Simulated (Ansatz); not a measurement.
# LiF: how the settings move a relaxation

Question: which choices in the input matter for LiF?

Method: reference: DFT, LDA, PAW with Ansatz's default frozen-core files, scalar-relativistic; relaxation of cell and atoms, in Ansatz 0.2.0.

1 further run of the same task is left out (it didn't finish).

**1. Starting point**

Symmetry: Fm-3m, No. 225, cubic system. Conventional cell: a = 4.028 Å, b = 4.028 Å, c = 4.028 Å, α = 90.00°, β = 90.00°, γ = 90.00°. Li (site symmetry m-3m) has 6 F at 2.01 Å as nearest neighbours. F (site symmetry m-3m) has 6 Li at 2.01 Å as nearest neighbours.

Coordinates:

```xyz
2
Lattice="0.0000 2.0140 2.0140 2.0140 0.0000 2.0140 2.0140 2.0140 0.0000" Properties=species:S:1:pos:R:3 pbc="T T T"
Li    0.0000    0.0000    0.0000
F     2.0140    2.0140    2.0140
```

**2. Baseline**

Input file input.yaml:

```yaml
crystal:
  lattice:
    - [0.0, 2.014, 2.014]
    - [2.014, 0.0, 2.014]
    - [2.014, 2.014, 0.0]
  atoms:
    - { symbol: Li, position: [0.0, 0.0, 0.0] }
    - { symbol: F, position: [0.5, 0.5, 0.5] }
kpoints:
  mp_grid: { grid: [16, 16, 16] }
scf:
  occupations: { method: fermi_dirac, width: 0.1 }
hamiltonian:
  xc: lda
  pseudopotentials: { kind: paw }
relax:
  f_tol: 0.002
  max_steps: 80
  cell: {}
output:
  forces: true
  stress: true
```

Run with:

```
ansatz run input.yaml --threads 2 --pin off --max-ram 5120MiB --backend cpu --events-out ev --progress --plain --runs-dir out
```

**3. Changing settings: mp_grid.grid [10, 10, 10], occupations.width 0.005, preconditioner none, xc r2scan**

Edit input.yaml of step 2 so:

```diff
@@ -9,7 +9,8 @@
 kpoints:
-  mp_grid: { grid: [16, 16, 16] }
+  mp_grid: { grid: [10, 10, 10] }
 scf:
-  occupations: { method: fermi_dirac, width: 0.1 }
+  occupations: { method: fermi_dirac, width: 0.005 }
+  mixing: { preconditioner: none }
 hamiltonian:
-  xc: lda
+  xc: r2scan
   pseudopotentials: { kind: paw }
```

Q: Predict the outcome of this session. Wanted: for each run, ending; energy change; pressure; gap; force.

The runs gave:

| run | ending | energy change | pressure (GPa) | gap (eV) | force (eV/Å) | cycles | time |
| --- | --- | --- | --- | --- | --- | --- | --- |
| reference | converged | - | 0.0 | 9.70 | 0.00 | 40 | 5.9 s |
| 1: mp_grid.grid [10, 10, 10], occupations.width 0.005, preconditioner none, xc r2scan | converged | not comparable | 0.0 | 10.33 | 0.00 | 23 | 3.6 s |

A change of functional puts the total energy on another scale; the gap on the mesh goes from 9.70 to 10.33 eV and the final volume goes from 14.93 to 15.88 Å³. The k-point mesh and smearing changed too. Cost: 23 SCF cycles against 40, 3.6 s against 5.9 s.
